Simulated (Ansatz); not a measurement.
# CH5FSeSn: the cost of one run

Program: the Python package of Ansatz 0.2.0. Level of theory: Hartree-Fock/def2-SVP. These are calculated values, not measurements.

### Step 1. Starting point

Bond lengths: C1–Se2 1.877 Å, Se2–Sn3 2.557 Å, Sn3–F4 1.854 Å, C1–H5 1.135 Å, C1–H6 1.138 Å, C1–H7 1.146 Å, Sn3–H8 1.788 Å, Sn3–H9 1.789 Å. Angles: C1–Se2–Sn3 90.5°, Se2–C1–H5 112.8°, Se2–C1–H6 113.4°, Se2–C1–H7 110.8°, H5–C1–H6 108.0°, H5–C1–H7 106.5°, H6–C1–H7 104.8°, Se2–Sn3–F4 109.3°, Se2–Sn3–H8 107.1°, Se2–Sn3–H9 109.1°, F4–Sn3–H8 110.2°, F4–Sn3–H9 112.9°, H8–Sn3–H9 108.1°.

No structure file is read: the coordinates are typed or built in the script.

### Step 2. The script

ch5fsesn.py reads:

```python
'''Potential curve of CH5FSeSn along one bond.'''

from dataclasses import dataclass

import ansatz as az
import matplotlib.pyplot as plt
import numpy as np


@dataclass(frozen=True)
class Options:
    basis_set: str = 'def2-SVP'
    functional: str = 'hf'


cfg = Options()


def main() -> None:
    geometry_ang = [
        ('C', (-0.0883, 1.3078, -0.9246)),
        ('Se', (1.4683, 0.2906, -0.6677)),
        ('Sn', (0.1979, -1.3001, 0.8795)),
        ('F', (-1.1552, -2.1327, -0.0768)),
        ('H', (-0.9289, 0.7135, -1.4024)),
        ('H', (-0.4867, 1.7729, 0.0346)),
        ('H', (0.1169, 2.1971, -1.6178)),
        ('H', (1.3731, -2.5131, 1.4674)),
        ('H', (-0.4087, -0.3823, 2.2907)),
    ]
    system = az.Crystal.molecule()
    for symbol, xyz in geometry_ang:
        system = system.atom(symbol, xyz)

    symbols = [site.symbol for site in system.cartesian_sites]
    start = np.array([site.position_ang for site in system.cartesian_sites])
    axis = (start[3] - start[2]) / np.linalg.norm(start[3] - start[2])
    moving = [3]
    lengths, energies = [1.632, 1.706, 1.78, 1.854, 1.929, 2.003, 2.077, 2.188], []
    for length in lengths:
        xyz = start.copy()
        xyz[moving] += (length - np.linalg.norm(start[3] - start[2])) * axis
        point = az.Crystal.molecule()
        for symbol, xyz in zip(symbols, xyz):
            point = point.atom(symbol, xyz.tolist())
        calc = (
            point.calculation()
            .basis(gaussian=cfg.basis_set)
            .functional(cfg.functional)  # level of theory
        )
        report = calc.run(threads=1, pin='off').report
        energies.append(report['free_energy_ev'])
        print(f'r = {length:6.3f} A  E = {energies[-1]:.5f} eV  <S^2> = {abs(report["mean_field"]["state"]["spin_squared"]):.3f}')

    # quartic fit about the minimum
    fit = np.polynomial.Polynomial.fit(lengths, np.array(energies) - min(energies), 4).convert()
    roots = [r.real for r in fit.deriv().roots() if abs(r.imag) < 1e-9 and fit.deriv(2)(r.real) > 0]
    r_e = min(roots, key=lambda r: abs(r - lengths[int(np.argmin(energies))]))
    print(f'minimum of the fit at {r_e:.4f} A, force constant {fit.deriv(2)(r_e):.2f} eV/A^2')
    plt.figure(figsize=(4.5, 3))
    plt.plot(lengths, np.array(energies) - min(energies), 'o-')
    plt.xlabel('bond length (A)')
    plt.ylabel('E - E(min) (eV)')
    plt.tight_layout()
    plt.savefig('scan.png', dpi=100)


if __name__ == '__main__':
    main()
```

### Step 3. What the engine is handed

The engine receives this input (first run):

```yaml
crystal:
  periodic: [false, false, false]
  atoms:
    - { symbol: C, position_ang: [-0.0883, 1.3078, -0.9246] }
    - { symbol: Se, position_ang: [1.4683, 0.2906, -0.6677] }
    - { symbol: Sn, position_ang: [0.1979, -1.3001, 0.8795] }
    - { symbol: F, position_ang: [-0.9929538291282332, -2.032865426156357, 0.03786707058212303] }
    - { symbol: H, position_ang: [-0.9289, 0.7135, -1.4024] }
    - { symbol: H, position_ang: [-0.4867, 1.7729, 0.0346] }
    - { symbol: H, position_ang: [0.1169, 2.1971, -1.6178] }
    - { symbol: H, position_ang: [1.3731, -2.5131, 1.4674] }
    - { symbol: H, position_ang: [-0.4087, -0.3823, 2.2907] }
basis:
  gaussian:
    orbitals: def2-SVP
hamiltonian:
  xc: hf
```

### Step 4. The run

Started as:

```sh
$ python ch5fsesn.py
```

**Question.** How long does this script take on 1 thread of Arm Neoverse V2, shared host, and how much memory does it need?

About 17 s, with a peak of 0.35 GiB.
